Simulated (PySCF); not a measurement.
# C4H8OSi: the cost of one run

Programs: PySCF 2.14.0, with density-fitted response routines of our own. Each step states its level of theory. These are calculated values for one molecule in the gas phase, unless marked as measured. Atoms are numbered from 0 throughout.

### Step 1. The molecule as given

14 atoms, charge 0, multiplicity 1; geometry from: PBE0-D3(BJ)/def2-SVP.

Bonds of the start (Å): C0–O1 1.40, O1–C2 1.39, C2–C3 1.46, C3–C4 1.31, C4–Si5 1.85, C4–C2 1.51, C0–H6 1.11, C0–H7 1.11, C0–H8 1.10, C2–H9 1.11, C3–H10 1.09, Si5–H11 1.49, Si5–H12 1.49, Si5–H13 1.49.

### Step 2. NMR shieldings: HF/pcSseg-1

What the job is given:

```
{"job": {"kind": "nmr", "xc": "HF", "basis": "pcSseg-1", "pop": false}, "charge": 0, "multiplicity": 1}
C     -1.896846    -1.042637     0.012070
O     -1.712109     0.242121     0.526934
C     -0.652517     0.915984    -0.061523
C      0.104212     1.866916     0.747572
C      0.745868     0.751581     0.488295
Si     2.203561    -0.369528     0.674523
H     -2.083748    -1.031553    -1.079953
H     -1.019991    -1.694184     0.198633
H     -2.771664    -1.485051     0.508560
H     -0.798967     1.067041    -1.146610
H      0.097390     2.831453     1.252406
H      2.675227    -0.789835    -0.679194
H      1.788404    -1.586700     1.433869
H      3.315658     0.313870     1.398981
```

With the program's defaults for keys left out, this is: GIAO HF/pcSseg-1 NMR shielding, non-relativistic, gas phase.

Started as:

```
$ OMP_NUM_THREADS=1 python probes_run.py task.json out
```

This one command runs all jobs of the session in turn.

**Question.** How long does this first job take on 1 thread of Arm Neoverse V1, shared host, and how much memory does it need?

About 6.7 s, with a peak of 0.82 GiB.
